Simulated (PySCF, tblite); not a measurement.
**C₈H₁₃P: geometry, infrared bands and NMR shifts**

What infrared bands and NMR shifts should C₈H₁₃P (`C#CCP(C)C1CCC1`) show?

Computed with tblite 0.8.0 and PySCF 2.14.0, with density-fitted response routines of our own, on a single molecule in the gas phase. Atoms count from 0, in the outputs and in this text.

### Step 1. Starting geometry

22 atoms, charge 0, multiplicity 1; geometry from: force field or distance geometry start.

Bonds of the start (Å): C0–C1 1.21, C1–C2 1.45, C2–P3 1.85, P3–C4 1.85, P3–C5 1.87, C5–C6 1.55, C6–C7 1.53, C7–C8 1.54, C8–C5 1.54, C0–H9 1.05, C2–H10 1.10, C2–H11 1.10, C4–H12 1.09, C4–H13 1.09, C4–H14 1.10, C5–H15 1.10, C6–H16 1.10, C6–H17 1.09, C7–H18 1.10, C7–H19 1.09, C8–H20 1.10, C8–H21 1.09.

### Step 2. Geometry optimisation with GFN2-xTB

What the job is given:

```
{"job": {"kind": "relax", "xc": "GFN2-xTB", "basis": "xTB"}, "charge": 0, "multiplicity": 1}
C      4.377600     0.022100    -0.430600
C      3.201800    -0.250000    -0.559200
C      1.800300    -0.611000    -0.700900
P      0.759200     0.634400     0.185600
C      1.067400     0.117100     1.938100
C     -0.933200    -0.132300    -0.063900
C     -2.159600     0.587500     0.543800
C     -2.952200     0.094900    -0.672300
C     -1.612500     0.041900    -1.436700
H      5.393700     0.279300    -0.318700
H      1.518900    -0.600300    -1.767400
H      1.602700    -1.621900    -0.326100
H      2.084300     0.372200     2.242100
H      0.931000    -0.957700     2.067600
H      0.379800     0.650100     2.606600
H     -0.875700    -1.185400     0.252500
H     -2.500300     0.207200     1.517500
H     -2.083200     1.671200     0.603800
H     -3.420200    -0.890900    -0.529400
H     -3.701300     0.784800    -1.063100
H     -1.384600     0.987200    -1.954600
H     -1.504200    -0.785100    -2.135700
```

Started as:

```sh
OMP_NUM_THREADS=1 python probes_run.py task.json out
```

One launch serves the whole session: the jobs run in the order shown.

**Question.** This job is followed by: GFN2-xTB harmonic vibrations, gas phase; GIAO PBE0/pcSseg-1 NMR shielding, non-relativistic, gas phase. What will the session give for the following? strongest single infrared mode (GFN2-xTB); zero-point energy (GFN2-xTB); ¹³C shifts against TMS (PBE0/pcSseg-1, means over atoms taken as alike); ¹H shifts against TMS (PBE0/pcSseg-1, means over atoms taken as alike); ³¹P shifts against H3PO4 (PBE0/pcSseg-1).

The runs gave:

| quantity | value |
| --- | --- |
| strongest single infrared mode (GFN2-xTB) | 3011 cm⁻¹, 69 km/mol |
| zero-point energy (GFN2-xTB) | 114.7 kcal/mol |
| ¹³C shifts against TMS (PBE0/pcSseg-1, means over atoms taken as alike) | 85.4, 75.8, 39.8, 25.1, 21.9, 19.9, 14.4 ppm |
| ¹H shifts against TMS (PBE0/pcSseg-1, means over atoms taken as alike) | 2.24, 2.12, 2.12, 2.09, 1.94, 1.93, 1.40, 1.09 ppm |
| ³¹P shifts against H3PO4 (PBE0/pcSseg-1) | -38.2 ppm |

Relaxing lowered the energy by 0.187 eV in 76 steps; the close pair that moved most is C2–P3, from 1.850 to 1.876 Å. No mode is imaginary among the 60: a minimum at this level. Unscaled tight-binding wavenumbers are off by several per cent, some by more. Its intensities can rank the bands wrongly. At PBE0/pcSseg-1: Shielding is most anisotropic at C1 (span 294 ppm, paramagnetic term -156 ppm).
